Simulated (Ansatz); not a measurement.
**SiCNClF2 (SMILES N#C[Si](F)(F)Cl) at B3LYP/6-31G(d) (Cartesian functions)**

What is the energy change on altering one bond length of SiCNClF2 at B3LYP/6-31G* (Cartesian functions)? 

Program for the calculation: Ansatz 0.2.0.

134 further runs of the same task are left out: 4 that didn't finish, 130 set aside as unsound or not needed. Runs told in other sessions of the task aren't counted.

### Step 1. The system as given

SiCNClF2 has 6 atoms, charge 0, and is taken as a singlet. SMILES: `N#C[Si](F)(F)Cl`. The shape is that of a PBE0-D4/def2-TZVP optimisation.

Bond lengths: N1–C2 1.150 Å, C2–Si3 1.827 Å, Si3–F4 1.567 Å, Si3–F5 1.567 Å, Si3–Cl6 1.998 Å. Angles: N1–C2–Si3 179.1°, C2–Si3–F4 108.2°, C2–Si3–F5 108.2°, C2–Si3–Cl6 110.3°, F4–Si3–F5 108.8°, F4–Si3–Cl6 110.6°, F5–Si3–Cl6 110.6°.

### Step 2. The energy at B3LYP/6-31G(d) (Cartesian functions)

The input, in.yaml:

```yaml
basis:
  gaussian:
    orbitals: "6-31G*"
crystal:
  periodic: [false, false, false]
  atoms:
    - {symbol: "N", position_ang: [1.925400, -1.092200, 1.077400]}
    - {symbol: C, position_ang: [1.030100, -0.609300, 0.540000]}
    - {symbol: Si, position_ang: [-0.394400, 0.176700, -0.290300]}
    - {symbol: F, position_ang: [-1.487900, -0.920300, -0.527700]}
    - {symbol: F, position_ang: [0.087600, 0.719200, -1.679000]}
    - {symbol: Cl, position_ang: [-1.118900, 1.661900, 0.833400]}
hamiltonian:
  xc: {name: B3LYP}
accuracy: high
output: {orbitals: {seedname: orbitals}}
```

On the command line:

```console
$ ansatz run in.yaml --threads 1 --pin off --max-ram 3480MiB --events-out events.jsonl --progress --plain --runs-dir runs
```

Log:

```text
Warning: RAYON_NUM_THREADS=1 ignored (pool sized by the plan → 1); use --threads N
Functional definition: B3LYP
  name "B3LYP"
  parameter a0 = 0.2
  parameter ax = 0.72
  parameter ac = 0.81
  exchange = (1 - a0 - ax)*slater_x + ax*b88_x + a0*exact_x
  correlation = (1 - ac)*vwn_rpa_c + ac*lyp_c
1982 factors; integrals over basis functions are off by at most 3.2e-9 eV
mean field evaluation 1: about -28359.5522 eV, gradient 5.4e1 eV
mean field evaluation 2: about -28347.5504 eV, gradient 9.4e1 eV
mean field evaluation 4: about -28364.8138 eV, gradient 4.8e0 eV
mean field evaluation 8: about -28364.9349 eV, gradient 4.8e-1 eV
mean field evaluation 16: about -28364.9354 eV, gradient 5.3e-5 eV
mean field -28364.93537735 eV, -1042.3921486737 hartree, gradient 1.7e-8 eV, S^2 0.000000; 0 other end points of the search recorded, 0 dependent functions left out
reference -28364.93541459 eV, -1042.3921500424 hartree; 31, 31 occupied and 67, 67 virtual orbitals, 1982 factors
Total energy: -28364.93541459 eV, -1042.3921500424 hartree
```

It took 11 s on 1 thread of Arm Neoverse V1, shared host; peak memory 0.35 GiB.

### Step 3. The distorted shape, same level

The input, run.yaml:

```yaml
crystal:
  periodic: [false, false, false]
  atoms:
    - symbol: "N"
      position_ang: [1.539796, -1.526205, 2.188372]
    - symbol: C
      position_ang: [0.644496, -1.043305, 1.650972]
    - symbol: Si
      position_ang: [-0.780004, -0.257305, 0.820672]
    - symbol: F
      position_ang: [-1.873504, -1.354305, 0.583272]
    - symbol: F
      position_ang: [0.087600, 0.719200, -1.679000]
    - symbol: Cl
      position_ang: [-1.504504, 1.227895, 1.944372]
basis:
  gaussian: {orbitals: "6-31G*"}
output: {orbitals: {seedname: orbitals}}
accuracy: high
hamiltonian: {xc: {name: B3LYP}}
```

On the command line:

```console
$ ansatz run run.yaml --threads 1 --pin off --max-ram 3480MiB --events-out events.jsonl --progress --plain --runs-dir runs
```

Log:

```text
Warning: RAYON_NUM_THREADS=1 ignored (pool sized by the plan → 1); use --threads N
Functional definition: B3LYP
  name "B3LYP"
  parameter a0 = 0.2
  parameter ax = 0.72
  parameter ac = 0.81
  exchange = (1 - a0 - ax)*slater_x + ax*b88_x + a0*exact_x
  correlation = (1 - ac)*vwn_rpa_c + ac*lyp_c
1916 factors; integrals over basis functions are off by at most 5.1e-9 eV
mean field evaluation 1: about -28349.1837 eV, gradient 6.7e1 eV
mean field evaluation 2: about -28023.1512 eV, gradient 2.1e2 eV
mean field evaluation 4: about -28355.6757 eV, gradient 3.3e1 eV
mean field evaluation 8: about -28359.0511 eV, gradient 1.1e1 eV
mean field evaluation 16: about -28359.4105 eV, gradient 6.6e-3 eV
mean field evaluation 32: about -28359.4105 eV, gradient 3.4e-8 eV
mean field -28359.41047568 eV, -1042.1891122824 hartree, gradient 3.4e-8 eV, S^2 0.000000; 0 other end points of the search recorded, 0 dependent functions left out
reference -28359.41051306 eV, -1042.1891136561 hartree; 31, 31 occupied and 67, 67 virtual orbitals, 1916 factors
Total energy: -28359.41051306 eV, -1042.1891136561 hartree
```

Run time: 11 s. Hardware: 1 thread of Arm Neoverse V1, shared host; peak memory 0.34 GiB.

### Step 4. Results

At B3LYP/6-31G* (Cartesian functions):

| quantity | value |
| --- | --- |
| first shape: total energy | -1042.39215 Eh |
| first shape: HOMO energy | -10.04 eV |
| first shape: LUMO energy | -1.30 eV |
| first shape: HOMO–LUMO gap | 8.74 eV |
| distorted shape: total energy | -1042.18911 Eh |
| distorted shape: HOMO energy | -8.22 eV |
| distorted shape: LUMO energy | -5.06 eV |
| distorted shape: HOMO–LUMO gap | 3.16 eV |
| energy change with the Si3–F5 bond stretched from 1.567 to 2.820 Å | 5.525 eV |

**Reading.** One bond (distorted shape) is far stretched, which a spin-restricted single reference describes badly; a broken-symmetry solution may lie lower. With the Si3–F5 bond stretched from 1.567 to 2.820 Å the energy rises by 5.52 eV (533 kJ/mol). The first shape isn't relaxed at this level, so the change isn't measured from a minimum. A restricted reference can't describe the breaking bond well at this length.
